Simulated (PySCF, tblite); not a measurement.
# C₇H₁₃ClO₂: geometry, infrared bands and NMR shifts

What infrared bands and NMR shifts should C₇H₁₃ClO₂ (`CC[C@](C)(COC)C(=O)Cl`) show?

Programs: tblite 0.8.0 and PySCF 2.14.0, with density-fitted response routines of our own. Each step states its level of theory. These are calculated values for one molecule in the gas phase, unless marked as measured. Atoms are numbered from 0 throughout.

**1. The starting structure**

23 atoms, charge 0, multiplicity 1; geometry from: force field or distance geometry start.

Bonds of the start (Å): C0–C1 1.53, C1–C2 1.56, C2–C3 1.56, C2–C4 1.54, C4–O5 1.43, O5–C6 1.42, C2–C7 1.55, C7–O8 1.23, C7–Cl9 1.75, C0–H10 1.08, C0–H11 1.10, C0–H12 1.09, C1–H13 1.10, C1–H14 1.09, C3–H15 1.08, C3–H16 1.09, C3–H17 1.09, C4–H18 1.09, C4–H19 1.10, C6–H20 1.10, C6–H21 1.09, C6–H22 1.08.

**2. Optimising the geometry with GFN2-xTB**

What the job is given:

```
{"job": {"kind": "relax", "xc": "GFN2-xTB", "basis": "xTB"}, "charge": 0, "multiplicity": 1}
C     -1.829700    -1.428900     0.035500
C     -1.270200    -0.302100    -0.835800
C     -0.388200     0.723800    -0.056800
C      0.136900     1.775800    -1.074600
C      0.811100     0.047400     0.635800
O      1.567500    -0.699800    -0.327200
C      2.688900    -1.337200     0.277500
C     -1.200800     1.456900     1.037200
O     -0.863400     1.421600     2.216100
Cl    -2.622000     2.305300     0.457200
H     -1.051500    -2.058900     0.452100
H     -2.445600    -1.035800     0.861100
H     -2.488300    -2.067800    -0.561500
H     -0.670200    -0.763800    -1.633300
H     -2.104400     0.205100    -1.325100
H      0.809700     1.312400    -1.786000
H     -0.670200     2.248000    -1.627200
H      0.686600     2.559500    -0.552100
H      0.482000    -0.621100     1.435000
H      1.468600     0.809000     1.089600
H      2.350700    -2.041900     1.049900
H      3.362100    -0.597200     0.722400
H      3.235900    -1.883300    -0.479700
```

Command:

```bash
OMP_NUM_THREADS=1 python probes_run.py task.json out
```

The driver reads the jobs from task.json and runs them one after another.

**Question.** This job is followed by: GFN2-xTB harmonic vibrations, gas phase; GIAO PBE0/pcSseg-1 NMR shielding, non-relativistic, gas phase. Predict these results of the whole session: strongest single infrared mode (GFN2-xTB); zero-point energy (GFN2-xTB); 13C shifts against TMS (PBE0/pcSseg-1); 1H shifts against TMS (PBE0/pcSseg-1, means over atoms taken as alike); 17O shifts against H2O (PBE0/pcSseg-1); 35Cl shifts against HCl (PBE0/pcSseg-1).

As calculated:

```
                                                              quantity                                          value
                             strongest single infrared mode (GFN2-xTB)                          1818 cm⁻¹, 378 km/mol
                                          zero-point energy (GFN2-xTB)                                 118.9 kcal/mol
                                13C shifts against TMS (PBE0/pcSseg-1)  191.3, 76.0, 61.4, 58.4, 32.0, 26.9, 11.2 ppm
1H shifts against TMS (PBE0/pcSseg-1, means over atoms taken as alike)   3.71, 3.59, 3.18, 1.98, 1.77, 1.40, 0.86 ppm
                                17O shifts against H2O (PBE0/pcSseg-1)                                595.3, 18.6 ppm
                               35Cl shifts against HCl (PBE0/pcSseg-1)                                        415 ppm
```

The optimisation took 67 steps and gained 0.210 eV; among the close pairs (by a distance rule), C2–C7 changed most, from 1.547 to 1.504 Å. All 63 modes are real, so the xTB geometry is a minimum. The strongest single mode, at 1818 cm⁻¹, moves mainly C7 and O8. Unscaled tight-binding wavenumbers are off by several per cent, some by more. Its intensities can rank the bands wrongly. At PBE0/pcSseg-1: Shielding is most anisotropic at O8 (span 897 ppm, paramagnetic term -659 ppm).
